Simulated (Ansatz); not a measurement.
# NbRu: the cost of one run

Method: DFT PBEsol, scalar-relativistic, plane waves, PAW, in Ansatz 0.2.0.

## (1) The system as given

It takes space group Pm-3m (No. 221, cubic). The conventional cell has a = 3.184 Å, b = 3.184 Å, c = 3.184 Å, α = 90.00°, β = 90.00°, γ = 90.00°. Nb (site symmetry m-3m) is surrounded by 8 Ru at 2.76 Å. Ru (site symmetry m-3m) has 8 Nb at 2.76 Å in its first shell of neighbours.

Coordinates:

```
Nb Ru
1.0
     3.18400    0.00000    0.00000
     0.00000    3.18400    0.00000
     0.00000    0.00000    3.18400
Nb Ru
1 1
Direct
  0.00000 0.00000 0.00000
  0.50000 0.50000 0.50000
```

No relaxation comes first: the listed cell is the starting point.

## (2) The undisturbed cell

input.yaml

```yaml
crystal:
  lattice:
    - [3.184, 0.0, 0.0]
    - [0.0, 3.184, 0.0]
    - [0.0, 0.0, 3.184]
  atoms:
    - { symbol: Nb, position: [0.0, 0.0, 0.0] }
    - { symbol: Ru, position: [0.5, 0.5, 0.5] }
basis:
  ecutwfc: 420
kpoints:
  mp_grid: { grid: [16, 16, 16] }
hamiltonian:
  xc: pbesol
scf:
  occupations: { method: gaussian, width: 0.15 }
output:
  forces: true
  stress: true
  eigenvalues: true
  write_density: true
  write_potential: true
  elf: true
  volumetric_format: npy
```

Run with:

```bash
> ansatz run input.yaml --threads 1 --pin off --max-ram 2560MiB --backend cpu --events-out ev --progress --plain --runs-dir out
```

**Question.** How long does this run take on 1 thread of Arm Neoverse V1, shared host, and how much memory does it need?

About 7.5 s, with a peak of 0.37 GiB.
